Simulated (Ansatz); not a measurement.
# HfC: the cost of one run

Program: Ansatz 0.2.0. Level of theory: DFT, LDA, PAW with Ansatz's default frozen-core files, scalar-relativistic. These are calculated values, not measurements.

### 1 Starting point

It takes space group Fm-3m (No. 225, cubic). Conventional cell: a = 4.650 Å, b = 4.650 Å, c = 4.650 Å, α = 90.00°, β = 90.00°, γ = 90.00°. Around Hf (site symmetry m-3m) lie 6 C at 2.33 Å. C (site symmetry m-3m) has 6 Hf at 2.33 Å as nearest neighbours.

Structure file:

```xyz
2
Lattice="0.0000 2.3250 2.3250 2.3250 0.0000 2.3250 2.3250 2.3250 0.0000" Properties=species:S:1:pos:R:3 pbc="T T T"
Hf    2.3250    2.3250    2.3250
C     0.0000    0.0000    0.0000
```

Atoms are numbered in the order of the input: Hf1, C2.

### 2 Free moments from the typed start, PAW

The input, input.yaml:

```yaml
crystal:
  lattice:
    - [0.0, 2.325, 2.325]
    - [2.325, 0.0, 2.325]
    - [2.325, 2.325, 0.0]
  atoms:
    - { symbol: Hf, position: [0.5, 0.5, 0.5], spin: 0.6 }
    - { symbol: C, position: [0.0, 0.0, 0.0] }
magnetization:
  spin_polarized: true
kpoints:
  mp_grid: { grid: [14, 14, 14] }
scf:
  occupations: { method: fermi_dirac, width: 0.03 }
  lower_state_search: "off"
hamiltonian:
  xc: lda
  pseudopotentials: { kind: paw }
output:
  forces: true
  stress: true
  eigenvalues: true
  populations: true
  dos: { projected: true, de: 0.1, e_range: [-8, 5] }
  write_density: true
  write_potential: true
  elf: true
  volumetric_format: npy
```

On the command line:

```bash
$ ansatz run input.yaml --threads 1 --pin off --max-ram 3072MiB --backend cpu --events-out ev --progress --plain --runs-dir out
```

**Question.** How long does this run take on 1 thread of Arm Neoverse V2, shared host, and how much memory does it need?

About 13 s, with a peak of 0.35 GiB.
